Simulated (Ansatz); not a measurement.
# AlFH₃NZn: small, medium and large basis sets

An exercise on one series of results from a longer session: the logs are not shown, and one member is left open.

The runs use Ansatz 0.2.0, Gaussian basis; one geometry, several basis sets.

The runs, in order: PBE0-D4/def2-SVP; ωB97M-V/def2-SVP; PBE0-D4/def2-QZVPP; ωB97M-V/def2-QZVPP; the functionals' def2-TZVPP values are taken from earlier runs.

## The geometry

An earlier PBE0-D4 in a triple-zeta def2 set relaxation fixed the geometry.

SMILES `[NH2][Zn][AlH][F]`, 7 atoms, charge 0, spin multiplicity 1.

Atoms are counted from 1 here; the program's logs count them from 0.

Bond lengths: N1–Zn2 1.822 Å, N1–H5 1.008 Å, N1–H6 1.008 Å, Zn2–Al3 2.454 Å, Al3–F4 1.659 Å, Al3–H7 1.589 Å. Angles: Zn2–N1–H5 123.6°, Zn2–N1–H6 123.5°, H5–N1–H6 109.7°, N1–Zn2–Al3 177.7°, Zn2–Al3–F4 116.3°, Zn2–Al3–H7 129.6°, F4–Al3–H7 114.0°.

Set-up of the first run:

File in.yaml:

```yaml
crystal:
  periodic: [false, false, false]
  atoms:
    - {symbol: N, position_ang: [0.074070, 1.856320, -1.146134]}
    - {symbol: Zn, position_ang: [0.021199, 0.323888, -0.162565]}
    - {symbol: Al, position_ang: [0.041601, -1.760923, 1.131511]}
    - {symbol: F, position_ang: [-0.512818, -3.116990, 0.352189]}
    - {symbol: H, position_ang: [0.218087, 2.770153, -0.747026]}
    - {symbol: H, position_ang: [-0.343523, 1.945937, -2.058721]}
    - {symbol: H, position_ang: [0.501394, -2.018364, 2.630756]}
basis:
  gaussian: {orbitals: def2-SVP}
hamiltonian: {xc: pbe0, dispersion: d4}
output: {orbitals: {seedname: orbitals}}
```

On the command line:

```console
> ansatz run in.yaml --threads 2 --pin off --events-out ev --progress --plain --max-ram 4352MiB
```

Steps of the session up to this table: PBE0-D4 in def2-SVP; ωB97M-V in def2-SVP; PBE0-D4 in def2-QZVPP; ωB97M-V in def2-QZVPP.

One of the session's tables, all rows but one given; the rest of the session is left out.

It belongs to the step «Functionals by basis». 

```
functional       basis  HOMO (eV)  LUMO (eV)
   PBE0-D4    def2-SVP      -6.17      -1.59
   PBE0-D4  def2-TZVPP      -6.71      -1.91
   PBE0-D4  def2-QZVPP      -6.76      -1.95
   ωB97M-V    def2-SVP          ?          ?
   ωB97M-V  def2-TZVPP      -9.03      -0.27
   ωB97M-V  def2-QZVPP      -9.09      -0.41
```

Q: Estimate the row for ωB97M-V, def2-SVP from the others.

As computed: HOMO (eV): -8.50; LUMO (eV): 0.16. In the column «HOMO (eV)» it lies between ωB97M-V, def2-TZVPP (-9.03) and PBE0-D4, def2-QZVPP (-6.76).
